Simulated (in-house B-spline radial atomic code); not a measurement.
# Re⁵⁺: Hartree-Fock with and without relativity

Wanted: relativistic shifts in Re⁵⁺, shell by shell.

Program: in-house B-spline radial atomic code version 1. Level of theory: Hartree-Fock averaged over the configuration, non-relativistic (point nucleus) and Dirac-Coulomb (finite nucleus); spherical all-electron atom at the radial basis limit. These are calculated values, not measurements, unless marked.

## Step 1: The system

| Item | Value |
| --- | --- |
| element | rhenium (Z = 75) |
| charge | +5 |
| electrons | 70 |
| configuration | [Xe] 4f14 5d2 |
| nucleus | point (non-relativistic run); Fermi, rms radius 5.370 fm (Dirac runs) |

The outer shells:

[Xe] 4f14 5d2
```
[Xe] core
4f [↑↓][↑↓][↑↓][↑↓][↑↓][↑↓][↑↓]
5d [↑ ][↑ ][  ][  ][  ]
```

The boxes draw the filling by Hund's rule, which heavy ions in jj coupling don't follow; these runs average over all states of the configuration.

## Step 2: Non-relativistic run

The run's settings:

```ini
Z = 75
electrons = 70.0
configuration = [Xe] 4f14 5d2
hamiltonian = nr
method = hf
spin_polarised = False
```

## Step 3: Dirac-Coulomb run

The run's settings:

```ini
Z = 75
electrons = 70.0
configuration = [Xe] 4f14 5d2
hamiltonian = dirac
method = hf
spin_polarised = False
nucleus = fermi
rms_radius = 5.3698
mass_number = 187
atomic_mass = 186.955752217
speed_of_light = 137.035999084
```

## Step 4: Dirac-Coulomb run in the lowest jj configuration, 1s2 2s2 2p6 3s2 3p6 3d10 4s2 4p6 4d10 4f14 5s2 5p6 5d-2

In configurations, a minus sign after the shell means j = l − 1/2 and a plus sign j = l + 1/2; the count of electrons follows.

The settings differ from step 3 so:

```diff
@@ -2,3 +2,3 @@
 electrons = 70.0
-configuration = [Xe] 4f14 5d2
+configuration = 1s2 2s2 2p6 3s2 3p6 3d10 4s2 4p6 4d10 4f14 5s2 5p6 5d-2
 hamiltonian = dirac
```

**Question.** How much does each shell's level and mean radius change with the Dirac Hamiltonian, and the total energy?

As calculated:

Levels and radii; the Dirac values are averaged over j with the occupations as weights.

| shell | ε non-rel. (eV) | ε Dirac (eV) | <r> non-rel. (bohr) | <r> Dirac (bohr) | change of <r> (%) |
| --- | --- | --- | --- | --- | --- |
| 1s | -66178.6 | -72199.9 | 0.02019 | 0.01804 | -10.69 |
| 2s | -11104.8 | -12707.1 | 0.08521 | 0.07554 | -11.35 |
| 2p | -10637.5 | -11173.2 | 0.07215 | 0.06790 | -5.90 |
| 3s | -2653.88 | -3051.90 | 0.2157 | 0.1965 | -8.93 |
| 3p | -2435.76 | -2585.73 | 0.2062 | 0.1967 | -4.61 |
| 3d | -2034.34 | -2017.74 | 0.1809 | 0.1793 | -0.91 |
| 4s | -619.80 | -718.62 | 0.4795 | 0.4407 | -8.09 |
| 4p | -526.45 | -561.55 | 0.4864 | 0.4669 | -4.01 |
| 4d | -356.63 | -352.05 | 0.5021 | 0.5003 | -0.37 |
| 5s | -143.49 | -160.55 | 1.125 | 1.036 | -7.90 |
| 5p | -111.71 | -116.19 | 1.218 | 1.174 | -3.58 |
| 4f | -132.13 | -121.38 | 0.5544 | 0.5700 | +2.81 |
| 5d | -67.740 | -66.213 | 1.517 | 1.534 | +1.16 |

**Reading.** The Dirac run lies -923.25 hartree (-5.9 %) from the non-relativistic one; the finite nucleus has a part in that. The first-order mass-velocity and Darwin terms of the non-relativistic run add up to -778.48 hartree, 84 % of it. 2s shrinks most on the average over j, by -11.35 %, while 4f expands by 2.81 %, being screened better by the contracted inner s and p shells. Spin-orbit coupling splits the 5d level by 1.202 eV and the 2p level by 1442.54 eV. The lowest jj configuration lies 1.552 eV below the average over the whole configuration. Breit terms add 17.7 hartree and QED terms 12.1 hartree.
